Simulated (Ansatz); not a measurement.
Task: a ranking of structure types by relaxed energy of K on several prototypes, with Ansatz 0.2.0, Python API. Give the script and its output. Settings (first run): PBEsol, PAW, cutoff 422 eV, Gaussian smearing of 0.05 eV.

The script, `k_prototypes.py`:
```python
from dataclasses import dataclass
import warnings

import ansatz as az
import numpy as np
import spglib


@dataclass(frozen=True)
class Settings:
    functional: str = 'pbesol'
    k_spacing: float = 0.33
    filling: str = 'gaussian'
    sigma: float = 0.05


opts = Settings()


def sc(a_site, a):
    return (
        az.Lattice.cubic(a)
        .space_group(221)
        .atom(a_site, [0, 0, 0])
    )


def bcc(A, a):
    return (
        az.Lattice.bcc(a)
        .space_group(229)
        .atom(A, [0, 0, 0])
        .primitive()
    )


def hcp(first, a):
    return (
        az.Lattice.from_parameters(a, a, 1.633 * a, alpha=90, beta=90, gamma=120)
        .space_group(194)
        .atom(first, [1 / 3, 2 / 3, 0.25])
    )


def compute(name, crystal):
    calc = (
        crystal.calculation()
        .basis(31 * az.Ry)
        .functional(opts.functional)
        .kpoints(spacing=opts.k_spacing)
        .occupations(opts.filling, width=opts.sigma)
        .stress()
        .band_table()
    )
    calc = calc.relax(force_tolerance=0.03, max_steps=40, cell=True)
    return calc.run()


def space_group(outcome):
    sites = outcome.report['lattice']['sites']
    kinds = sorted({site['symbol'] for site in sites})
    cell = (outcome.lattice.cell_ang, [site['position_frac'] for site in sites], [kinds.index(site['symbol']) for site in sites])
    return spglib.get_spacegroup(cell, symprec=0.01)


def volume_per_atom(outcome):
    return abs(np.linalg.det(outcome.lattice.cell_ang)) / len(outcome.lattice.sites)


def pressure_gpa(outcome):
    return float(np.trace(outcome.report['stress_gpa']) / 3)


def main() -> None:
    warnings.simplefilter('ignore')

    phases = {}
    phases['sc'] = sc('K', 4.28)
    phases['bcc'] = bcc('K', 5.22)
    phases['hcp'] = hcp('K', 4.65)

    done = {}
    for name, crystal in phases.items():
        try:
            done[name] = compute(name, crystal)
        except az.NonConvergedError as error:
            print(name, 'did not converge:', str(error)[:120])

    energy = {name: o.report['energy_sigma0_ev'] / len(o.lattice.sites) for name, o in done.items()}
    lowest = min(energy.values())
    rows = [(name, len(o.lattice.sites), 1000 * (energy[name] - lowest), space_group(o), volume_per_atom(o), pressure_gpa(o)) for name, o in done.items()]
    rows.sort(key=lambda row: row[2])
    print('     phase       atoms  dE (meV/atom)  space group  V (A^3/atom)     P (GPa)')
    for row in rows:
        print(f'{str(row[0]):>10}  {row[1]:10d}  {row[2]:13.1f}  {str(row[3]):>11}  {row[4]:12.3f}  {row[5]:10.2f}')
    print('order:', ' < '.join(row[0] for row in rows))


if __name__ == '__main__':
    main()
```

```console
$ python k_prototypes.py
     phase       atoms  dE (meV/atom)  space group  V (A^3/atom)     P (GPa)
       hcp           2            0.0  P6_3/mmc (194)        71.096       -0.02
       bcc           1           43.5  Im-3m (229)        71.118        0.02
        sc           1          145.2  Pm-3m (221)        76.583        0.00
order: hcp < bcc < sc
```

By space group at the end of each run: P6_3/mmc (+0 meV an atom, 71.1 Å³), Im-3m (+43 meV an atom, 71.1 Å³) and Pm-3m (+145 meV an atom, 76.6 Å³).

Reading the output:
- Pressure is positive in compression.
- The cells are built on prototypes, so most aren't the phase found in nature. Rows bear the name of their start, and a relaxation keeps or raises the symmetry. Differences under about 40 meV an atom lie within the error of mesh and functional.
- Wall time of the script: 5.8 s on 1 thread of Arm Neoverse V2, on a shared host, peak memory 0.41 GiB.
